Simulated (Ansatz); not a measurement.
# CH₄BNO: basis-set convergence

The task here is to estimate one member of a computed series from the others.

Method: one geometry, several basis sets; program: Ansatz 0.2.0, Gaussian basis.

Levels to be run: PBE0-D4/def2-SVP; ωB97M-V/def2-SVP; PBE0-D4/def2-QZVPP; ωB97M-V/def2-QZVPP; the functionals' def2-TZVPP values are taken from earlier runs.

1 further run of the same task is left out (it didn't finish).

**Structure used throughout**

All runs share one geometry, relaxed beforehand with PBE0-D4 in a triple-zeta def2 set.

SMILES `OC1BN1`, 8 atoms, charge 0, spin multiplicity 1.

Atoms are counted from 1 here; the program's logs count them from 0.

Bond lengths: O1–C2 1.396 Å, O1–H5 0.961 Å, C2–B3 1.551 Å, C2–N4 1.450 Å, C2–H6 1.091 Å, B3–N4 1.349 Å, B3–H7 1.183 Å, N4–H8 1.005 Å. Angles: C2–O1–H5 109.1°, O1–C2–B3 119.2°, O1–C2–N4 117.8°, O1–C2–H6 113.0°, B3–C2–N4 53.3°, B3–C2–H6 124.1°, N4–C2–H6 115.9°, C2–B3–N4 59.5°, C2–B3–H7 155.8°, N4–B3–H7 144.6°, C2–N4–B3 67.2°, C2–N4–H8 136.8°, B3–N4–H8 155.8°.

The first run:

The input, in.yaml:

```yaml
crystal:
  periodic: [false, false, false]
  atoms:
    - {symbol: O, position_ang: [-0.357973, 1.062429, -1.095317]}
    - {symbol: C, position_ang: [-0.006782, 0.492166, 0.129416]}
    - {symbol: B, position_ang: [1.069274, -0.624889, 0.164368]}
    - {symbol: N, position_ang: [-0.237563, -0.929069, 0.304645]}
    - {symbol: H, position_ang: [-1.244428, 1.428456, -1.028837]}
    - {symbol: H, position_ang: [-0.258743, 1.125210, 0.981681]}
    - {symbol: H, position_ang: [2.161513, -1.074072, 0.094813]}
    - {symbol: H, position_ang: [-1.033100, -1.537331, 0.393432]}
basis:
  gaussian: {orbitals: def2-SVP}
hamiltonian: {xc: pbe0, dispersion: d4}
output: {orbitals: {seedname: orbitals}}
```

Run with:

```
ansatz run in.yaml --threads 2 --pin off --events-out ev --progress --plain --max-ram 4352MiB
```

Among the steps run: PBE0-D4 in def2-SVP; ωB97M-V in def2-SVP; PBE0-D4 in def2-QZVPP; ωB97M-V in def2-QZVPP.

One table of the session follows, with a row left open; its other results are not shown here.

```
functional       basis  HOMO (eV)  LUMO (eV)
   PBE0-D4    def2-SVP      -7.32       0.46
   PBE0-D4  def2-TZVPP      -7.49       0.12
   PBE0-D4  def2-QZVPP      -7.53       0.00
   ωB97M-V    def2-SVP          ?          ?
   ωB97M-V  def2-TZVPP      -9.79       1.97
   ωB97M-V  def2-QZVPP      -9.83       1.53
```

**Question.** Estimate the row for ωB97M-V, def2-SVP.

The run gave: HOMO (eV): -9.61; LUMO (eV): 2.56. In the column «HOMO (eV)» it lies between ωB97M-V, def2-TZVPP (-9.79) and PBE0-D4, def2-QZVPP (-7.53).
